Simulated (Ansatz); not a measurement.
# Cl2H2MoO3: up Jacob's ladder to CCSD(T)

An exercise on one series of results from a longer session: the logs are not shown, and one member is left open.

Program: Ansatz 0.2.0, Gaussian basis. Level of theory: functionals in def2-TZVPP, the program's frozen cores in correlated methods. These are calculated values, not measurements.

Plan: PBE-D4, r2SCAN-D4, PBE0-D4, B3LYP-D4, ωB97X-V, ωB97M-V, B2PLYP; CCSD(T)/def2-TZVPP; MP2/def2-QZVPP; extrapolation to the limit.

## The relaxed structure

An earlier PBE0-D4 in a triple-zeta def2 set relaxation fixed the geometry. Mo takes the def2 core potential; no spin-orbit term is included.

8 atoms, charge 0, spin multiplicity 1.

Atoms are counted from 1 here; the program's logs count them from 0.

Bond lengths: O1–Mo2 1.647 Å, Mo2–O3 1.853 Å, Mo2–O4 1.853 Å, Mo2–Cl5 2.392 Å, Mo2–Cl6 2.261 Å, O3–H7 0.963 Å, O4–H8 0.963 Å. Angles: O1–Mo2–O3 100.3°, O1–Mo2–O4 100.3°, O1–Mo2–Cl5 115.0°, O1–Mo2–Cl6 108.5°, O3–Mo2–O4 154.5°, O3–Mo2–Cl5 78.9°, O3–Mo2–Cl6 93.8°, O4–Mo2–Cl5 78.9°, O4–Mo2–Cl6 93.8°, Cl5–Mo2–Cl6 136.5°, Mo2–O3–H7 124.4°, Mo2–O4–H8 124.4°.

Coordinates:

```
atom    x (Å)    y (Å)    z (Å)
  O1  -1.2914   1.3589  -0.7096
 Mo2  -0.3448   0.0905  -0.2529
  O3  -1.1299  -0.3415   1.3696
  O4   1.0825   0.3068  -1.4154
 Cl5   1.4145   0.6385   1.2726
 Cl6  -1.0974  -1.7754  -1.2854
  H7  -0.6413  -0.5271   2.1779
  H8   2.0079   0.2494  -1.1569
```

The first run:

The input, in.yaml:

```yaml
crystal:
  periodic: [false, false, false]
  atoms:
    - {symbol: O, position_ang: [-1.291380, 1.358859, -0.709567]}
    - {symbol: Mo, position_ang: [-0.344804, 0.090489, -0.252857]}
    - {symbol: O, position_ang: [-1.129908, -0.341502, 1.369587]}
    - {symbol: O, position_ang: [1.082463, 0.306790, -1.415350]}
    - {symbol: Cl, position_ang: [1.414454, 0.638508, 1.272577]}
    - {symbol: Cl, position_ang: [-1.097423, -1.775412, -1.285439]}
    - {symbol: H, position_ang: [-0.641327, -0.527138, 2.177910]}
    - {symbol: H, position_ang: [2.007915, 0.249416, -1.156860]}
basis:
  gaussian: {orbitals: def2-TZVPP}
hamiltonian: {xc: pbe, dispersion: d4}
output: {forces: true, orbitals: {seedname: orbitals}}
```

The run is started by

```bash
$ ansatz run in.yaml --threads 2 --pin off --events-out ev --progress --plain --max-ram 32768MiB --backend cpu
```

Steps of the session up to this table: PBE-D4 (GGA); r2SCAN-D4 (meta-GGA); PBE0-D4 (hybrid); B3LYP-D4 (hybrid); ωB97X-V (range-separated); ωB97M-V (range-separated); B2PLYP (double hybrid).

One of the session's tables, all rows but one given; the rest of the session is left out.

It belongs to the step «Orbital energies across the functionals». 

```
functional  HOMO (eV)  LUMO (eV)  gap (eV)
    PBE-D4      -7.38      -4.66      2.71
 r2SCAN-D4      -7.74      -4.73      3.01
   PBE0-D4      -8.84      -4.04      4.80
  B3LYP-D4          ?          ?         ?
   ωB97X-V     -11.27      -1.96      9.31
   ωB97M-V     -11.12      -1.95      9.17
```

Estimate the missing values for B3LYP-D4.

The run gave: HOMO (eV): -8.56; LUMO (eV): -4.24; gap (eV): 4.32. In the column «HOMO (eV)» it lies between PBE0-D4 (-8.84) and r2SCAN-D4 (-7.74).
